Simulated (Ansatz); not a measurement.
# AlGaO (triplet): wave-function methods side by side, cc-pVTZ

How much of the correlation energy of AlGaO (triplet) does each wave-function method recover here?

Method: cc-pVTZ, core rule «outside noble gas», up to 20 orbitals frozen; program: Ansatz 0.2.0, Gaussian basis.

The runs, in order: UHF; CCSD(T) on ROHF; CCSD(T) on UHF; BCCD(T) on ROHF; CCSDT(Q) on ROHF; CCSDT(Q) on UHF.

10 further runs of the same task are left out: 5 for a known fault of the program, 5 set aside as unsound or not needed.

## 1. The geometry

The geometry is a PBE0/def2-TZVP stationary point (not a proven minimum). No spin-orbit coupling is included. The filled d shell of Ga may be among the frozen orbitals whatever the setting's name suggests; the logs give the count.

3 atoms, charge 0, spin multiplicity 3.

Atoms are counted from 1 here; the program's logs count them from 0.

Bond lengths: Al1–O2 1.696 Å, O2–Ga3 1.801 Å. Angles: Al1–O2–Ga3 180.0°.

Coordinates:

```
Al    0.0000    0.0000    1.7307
O     0.0000    0.0000    0.0350
Ga    0.0000    0.0000   -1.7657
```

## 2. UHF

The input, in.yaml:

```yaml
crystal:
  periodic: [false, false, false]
  atoms:
    - {symbol: Al, position_ang: [0.000000, 0.000000, 1.730700]}
    - {symbol: O, position_ang: [0.000000, 0.000000, 0.035000]}
    - {symbol: Ga, position_ang: [0.000000, 0.000000, -1.765700]}
basis:
  gaussian: {orbitals: cc-pVTZ}
magnetization: {spin_polarized: true, initial_magnetization: 2}
hamiltonian: {xc: hf}
output: {orbitals: {seedname: orbitals}}
```

Launch:

```
$ ansatz run in.yaml --threads 1 --pin off --events-out ev --progress --plain --max-ram 4096MiB --backend cpu
```

Further steps of the session: CCSD(T) on ROHF; CCSD(T) on UHF; BCCD(T) on ROHF; CCSDT(Q) on ROHF; CCSDT(Q) on UHF.

Q: Predict the results of all the runs planned. Wanted: UCCSDT(Q) below the RHF energy; RMP2 from UCCSDT(Q); UMP2 from UCCSDT(Q); RCCSD from UCCSDT(Q); RCCSD(T) from UCCSDT(Q); UCCSD(T) from UCCSDT(Q); RCCSDT(Q) from UCCSDT(Q); T1 diagnostic.

**Answer**, as computed:

| quantity | value |
| --- | --- |
| UCCSDT(Q) below the RHF energy | -9.4094 eV |
| RMP2 from UCCSDT(Q) | +658.0 meV |
| UMP2 from UCCSDT(Q) | +650.3 meV |
| RCCSD from UCCSDT(Q) | +442.0 meV |
| RCCSD(T) from UCCSDT(Q) | +47.3 meV |
| UCCSD(T) from UCCSDT(Q) | +45.6 meV |
| RCCSDT(Q) from UCCSDT(Q) | +8.3 meV |
| levels within 1 kcal/mol (43 meV) | BCCD(T), RCCSDT, UCCSDT, RCCSDT(Q) |
| T1 diagnostic | 0.026 |

What this shows: RCCSD(T) lands +47.3 meV from the yardstick (0.5 % of the correlation energy). These misses are within one basis, not against nature; the frozen cores of restricted and unrestricted runs differ, which can shift their rows.
